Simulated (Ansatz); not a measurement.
# CrNi3 (Fm-3m): comparison of magnetic orders

Which magnetic order of CrNi3 (Fm-3m) lies lowest among those tried? Wanted for CrNi3 (Fm-3m): a comparison of magnetic orders.

Program: Ansatz 0.2.0 through its Python package. Level of theory: DFT PBEsol, plane waves, PAW. These are calculated values, not measurements.

**1. The structure**

It takes space group Fm-3m (No. 225, cubic). Conventional cell: a = 5.636 Å, b = 5.636 Å, c = 5.636 Å, α = 90.00°, β = 90.00°, γ = 90.00°. Cr (site symmetry m-3m) is surrounded by 8 Ni at 2.44 Å. Ni (site symmetry -43m) has 4 Cr at 2.44 Å and 4 Ni at 2.44 Å in its first shell of neighbours. Ni (site symmetry m-3m) has 8 Ni at 2.44 Å in its first shell of neighbours.

The script holds or builds the structure itself.

**2. The code**

orders_crni3.py

```python
import warnings

import ansatz as az
import numpy as np

SETTINGS = {
    "functional": "PBEsol",
    "ecut": 550,
    "smearing_width": 0.1,
}


def count_gap(report):
    # lowest empty less highest filled band, counting bands; zero where they overlap
    return max(report.get("gap_by_band_count_ev") or 0.0, 0.0)

CELL = [
    (0.0, 2.818112, 2.818112),
    (2.818112, 0.0, 2.818112),
    (2.818112, 2.818112, 0.0),
]
ATOMS = [
    ("Cr", (0.0, 0.0, 0.0)),
    ("Ni", (0.75, 0.75, 0.75)),
    ("Ni", (0.25, 0.25, 0.25)),
    ("Ni", (0.5, 0.5, 0.5)),
]


def magnet(moments):
    crystal = az.Crystal(lattice=az.Lattice.of(CELL))
    for (symbol, position), moment in zip(ATOMS, moments):
        crystal = crystal.atom(symbol, position, moment=moment or None)
    return crystal


def main() -> None:
    warnings.simplefilter("ignore", az.DeckWarning)

    orders = {
        "FM": [3, 1.5, 1.5, 1.5],
        "AFM": [3, 1.5, -1.5, -1.5],
        "AFM-alternating": [3, -1.5, 1.5, -1.5],
        "ferri": [3, 1.5, 1.5, -1.5],
    }

    rows = []
    for label, moments in orders.items():
        calc = (
            magnet(moments).calculation()
            .functional(SETTINGS["functional"])
            .basis(SETTINGS["ecut"])
            .kpoints(7)
            .occupations(az.OccupationsMethod.FERMI_DIRAC, width=SETTINGS["smearing_width"])
            .spin("collinear")
            .band_table()
        )
        r = calc.run(threads=1).report
        rows.append((label, r["free_energy_ev"], r["magnetization_mub"], r["absolute_magnetization_mub"], max(abs(m) for m in r["site_moments_mub"]), count_gap(r)))
        print(label, "site moments:", [round(m, 2) for m in r["site_moments_mub"]])

    plain = (
        magnet([0] * len(ATOMS)).calculation()
        .functional(SETTINGS["functional"])
        .basis(SETTINGS["ecut"])
        .kpoints(7)
        .occupations(az.OccupationsMethod.FERMI_DIRAC, width=SETTINGS["smearing_width"])
        .band_table()
    )
    r = plain.run(threads=1).report
    rows.append(("NM", r["free_energy_ev"], 0.0, 0.0, 0.0, count_gap(r)))

    lowest = min(row[1] for row in rows)
    rows = [(row[0], 1000 * (row[1] - lowest) / 4, *row[2:]) for row in sorted(rows, key=lambda row: row[1])]
    for row in rows:
        print("; ".join(f"{name} = {round(v, 4) if isinstance(v, float) else v}" for name, v in zip(["order", "meV/magnetic atom", "net muB", "absolute muB", "largest site muB", "gap by band count eV"], row)))
    print("lowest of these starts:", rows[0][0])


if __name__ == "__main__":
    main()
```

**3. The calls as engine input**

The package turns the script's settings into the engine's input (first run):

```yaml
crystal:
  lattice:
    - [0.0, 2.818112, 2.818112]
    - [2.818112, 0.0, 2.818112]
    - [2.818112, 2.818112, 0.0]
  atoms:
    - { symbol: Cr, position: [0.0, 0.0, 0.0], spin: 3.0 }
    - { symbol: Ni, position: [0.75, 0.75, 0.75], spin: 1.5 }
    - { symbol: Ni, position: [0.25, 0.25, 0.25], spin: 1.5 }
    - { symbol: Ni, position: [0.5, 0.5, 0.5], spin: 1.5 }
basis:
  ecutwfc: 550.0
kpoints:
  mp_grid:
    grid: [7, 7, 7]
hamiltonian:
  xc: pbesol
magnetization:
  spin_polarized: true
scf:
  occupations:
    method: fermi_dirac
    width: 0.1
output:
  eigenvalues: true
```

**4. Launch**

Command:

```
$ python orders_crni3.py
```

**Question.** Which magnetic state ends lowest, and by how much?

The runs gave:

```
        quantity         value
   runs compared             5
          lowest    run 1 (FM)
next above it by  0.0 meV/atom
```

What this shows: In order of energy: ferromagnetic (+0.0 meV an atom, largest site moment 1.53 μB), ferromagnetic (+0.0 meV an atom, largest site moment 1.53 μB), ferromagnetic (+0.0 meV an atom, largest site moment 1.53 μB), ferromagnetic (+0.0 meV an atom, largest site moment 1.53 μB) and non-magnetic (+15.1 meV an atom, largest site moment 0.00 μB). These are the states reached from the starts typed. What to keep in mind:
- The SCF didn't keep the moments it started from (some shrank, vanished or turned); what is printed is the state reached.
- The mesh is modest for a metal, so energies can be off by several to tens of meV an atom and pressures by half a GPa or more; differences at equal mesh fare better.
- This cell is a computed structure, which may not be the phase found in nature.
- Each row is the state reached from that start at the given structure, not necessarily the lowest of its order; other orders weren't tried.
- The script silences the warnings on its input, which a real study should read. The starting moments were not kept in at least one run, so it stands on a weaker or other magnetic state than the one typed.
